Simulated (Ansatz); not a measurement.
# BGeN: the cost of one run

Computed with Ansatz 0.2.0, Gaussian basis. Level: cc-pVTZ, core rule «outside noble gas», up to 16 orbitals frozen.

To be run: UHF; CCSD(T) on RHF; CCSD(T) on UHF; BCCD(T) on RHF; CCSDT(Q) on RHF; CCSDT(Q) on UHF; CASSCF and NEVPT2, 12 electrons in 12 orbitals.

6 further runs of the same task are left out: 6 set aside as unsound or not needed.

**1. The system**

The geometry is a PBE0/def2-TZVP stationary point (not a proven minimum) of the parent state, kept for this charge and spin. No spin-orbit coupling is included. The filled d shell of Ge may be among the frozen orbitals whatever the setting's name suggests; the logs give the count.

3 atoms, charge 0, spin multiplicity 1.

Atoms are counted from 1 here; the program's logs count them from 0.

Bond lengths: B1–N2 1.267 Å, N2–Ge3 1.800 Å. Angles: B1–N2–Ge3 180.0°.

**2. UHF**

The input, in.yaml:

```yaml
crystal:
  periodic: [false, false, false]
  atoms:
    - {symbol: B, position_ang: [0.000000, 0.000000, -1.444600]}
    - {symbol: N, position_ang: [0.000000, 0.000000, -0.177700]}
    - {symbol: Ge, position_ang: [0.000000, 0.000000, 1.622300]}
basis:
  gaussian: {orbitals: cc-pVTZ}
magnetization: {spin_polarized: true, initial_magnetization: 0}
hamiltonian: {xc: hf}
output: {orbitals: {seedname: orbitals}}
```

Run with:

```console
$ ansatz run in.yaml --threads 1 --pin off --events-out ev --progress --plain --max-ram 2560MiB --backend cpu
```

What time and memory should one allow on 1 thread of AMD EPYC 7R13, shared host?

About 11 s, with a peak of 0.34 GiB.
